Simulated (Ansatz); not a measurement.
FH3Si, SMILES F[SiH3]: the interaction energy of a dimer with the counterpoise correction, run with the Ansatz DFT code, driven from Python.

Script `dimer_fh3si.py`:
```python
"""Binding of a FH3Si dimer at a trial geometry."""

import ansatz as az

BASIS_SET = "def2-SVP"
XC = "b3lyp"

FIRST = [
    ("F", (-1.284, 0.174, 0.8595)),
    ("Si", (0.0014, 0.002, -0.0106)),
    ("H", (-0.3863, -0.166, -1.4543)),
    ("H", (0.7849, -1.196, 0.4758)),
    ("H", (0.884, 1.1858, 0.1297)),
]
SECOND = [
    ("F", (-2.8472, -0.9106, 2.7138)),
    ("Si", (-3.8659, -2.0897, 2.8188)),
    ("H", (-3.9133, -2.8324, 1.5115)),
    ("H", (-5.2314, -1.5481, 3.1762)),
    ("H", (-3.4696, -3.0215, 3.9026)),
]

def energy(atoms, ghosts=()):
    molecule = az.Crystal.molecule()
    for symbol, xyz in atoms:
        molecule = molecule.atom(symbol, xyz)
    calc = (
        molecule.calculation()
        .basis(gaussian=BASIS_SET)
        .functional(XC)
    )
    deck = calc.input()
    if ghosts:
        deck = deck.set(az.key.basis.gaussian.ghost_atoms, [{"symbol": s, "position_ang": list(xyz)} for s, xyz in ghosts])
    return az.Session.from_dict(deck).plan().execute().report["free_energy_ev"]


def main() -> None:
    # monomers in their own basis and in the basis of the dimer
    both = energy(FIRST + SECOND)
    alone = energy(FIRST) + energy(SECOND)
    ghosted = energy(FIRST, SECOND) + energy(SECOND, FIRST)
    print(f"dimer {both:.6f} eV")
    print(f"interaction, uncorrected   {96.485332 * (both - alone):8.3f} kJ/mol")
    print(f"interaction, counterpoise  {96.485332 * (both - ghosted):8.3f} kJ/mol")
    print(f"basis-set superposition    {96.485332 * (alone - ghosted):8.3f} kJ/mol")


if __name__ == "__main__":
    main()
```

How large is the interaction at this pose, and how much of it is basis-set superposition?

Uncorrected it is 1.525 kJ/mol, with the counterpoise correction 6.547 kJ/mol; the difference, 5.02 kJ/mol, is the superposition error. In this basis both values are repulsive.

The run itself:

```console
$ python dimer_fh3si.py
dimer -21280.710807 eV
interaction, uncorrected      1.525 kJ/mol
interaction, counterpoise     6.547 kJ/mol
basis-set superposition       5.023 kJ/mol
```

Notes:
- Total energies depend on the basis set; only differences at equal settings carry meaning.
- The dimer is a generated trial pose of unrelaxed monomers, not a minimum, so the figure is no binding energy, and the basis set is small.
- b3lyp holds the VWN-RPA fit, as in Gaussian; the form of ORCA and Turbomole is b3lyp5.
- This level lacks the dispersion part of the attraction (electrostatics and induction are there), which can decide the sign where the interaction is weak.
- Timing: 7.1 s on 1 thread of Intel(R) Xeon(R) Processor @ 2.30GHz, on a shared host, peak memory 0.26 GiB.
